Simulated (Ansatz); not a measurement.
Write a Python script for the Ansatz DFT code, driven from Python that makes the energy of protonation at one site of CdH3NO, SMILES [NH2][Cd][OH]. Level of theory (for the species named): PBE0, def2-SVP basis, multiplicity 1.

```xyz
6

N    -1.0357    0.1590   -1.0948
Cd    0.4790   -0.9130   -0.2289
O     1.4399   -0.5247    1.0183
H    -0.3715    1.0306   -0.9791
H    -1.4344   -0.0640   -0.1763
H     0.9646    0.2481    1.4147
```

`pa_cdh3no.py`:
```python
"""Proton affinity of CdH3NO at one site."""

import ansatz as az
import numpy as np


def main() -> None:
    cdh3no = (
        az.Crystal.molecule()
        .atom("N", [-1.0357, 0.159, -1.0948])
        .atom("Cd", [0.479, -0.913, -0.2289])
        .atom("O", [1.4399, -0.5247, 1.0183])
        .atom("H", [-0.3715, 1.0306, -0.9791])
        .atom("H", [-1.4344, -0.064, -0.1763])
        .atom("H", [0.9646, 0.2481, 1.4147])
    )

    calc = (
        cdh3no.calculation()
        .basis(gaussian="def2-SVP")  # the orbital basis, by name
        .functional("pbe0")
    )
    symbols = [site.symbol for site in cdh3no.cartesian_sites]
    start = np.array([site.position_ang for site in cdh3no.cartesian_sites], dtype=float)
    rep = calc.relax(force_tolerance=0.01, max_steps=100).run(threads=1, backend="cpu").report
    end = np.array(rep["positions_ang"])

    # put the proton on the side away from the neighbours, slightly off axis
    away = sum((end[0] - end[j]) / np.linalg.norm(end[0] - end[j]) for j in [1, 3, 4]) + np.array([0.15, 0.1, -0.2])
    proton = end[0] + 1.0 * away / np.linalg.norm(away)
    acid = az.Crystal.molecule()
    for symbol, place in zip(symbols, end):
        acid = acid.atom(symbol, place.tolist())
    acid = acid.atom("H", proton.tolist())
    protonated = (
        acid.calculation()
        .basis(gaussian="def2-SVP")
        .functional("pbe0")
        .charge(1)
        .relax(force_tolerance=0.01, max_steps=80)  # relax until the tolerances are met
    )
    after = protonated.run(threads=1, backend="cpu").report
    xyz = np.array(after["positions_ang"])
    reach = np.linalg.norm(xyz[:-1] - xyz[-1], axis=1)
    print(f"base {rep['free_energy_ev']:.5f} eV, protonated {after['free_energy_ev']:.5f} eV")
    print(f"the proton ends {reach.min():.3f} A from {symbols[reach.argmin()]}{reach.argmin()}")
    print(f"electronic proton affinity {96.485332 * (rep['free_energy_ev'] - after['free_energy_ev']):.1f} kJ/mol")


if __name__ == "__main__":
    main()
```

```console
$ python pa_cdh3no.py
base -8142.77755 eV, protonated -8153.06044 eV
the proton ends 1.026 A from N0
electronic proton affinity 992.1 kJ/mol
```

Caveats:
- Total energies depend on the basis set; only differences at equal settings carry meaning.
- The proton is put on one chosen atom, which needn't be the most basic site, so the molecule's proton affinity can be higher; the ends are stationary points, not checked by frequencies, and zero-point and thermal terms count only where printed.
- def2 sets replace the cores of elements past krypton by effective core potentials.
- It ran for 51 s on 1 thread of Arm Neoverse V2, with other jobs on the host, peak memory 0.24 GiB.

(A comment or docstring line of the script was reworded after the run, the code is as it ran.)
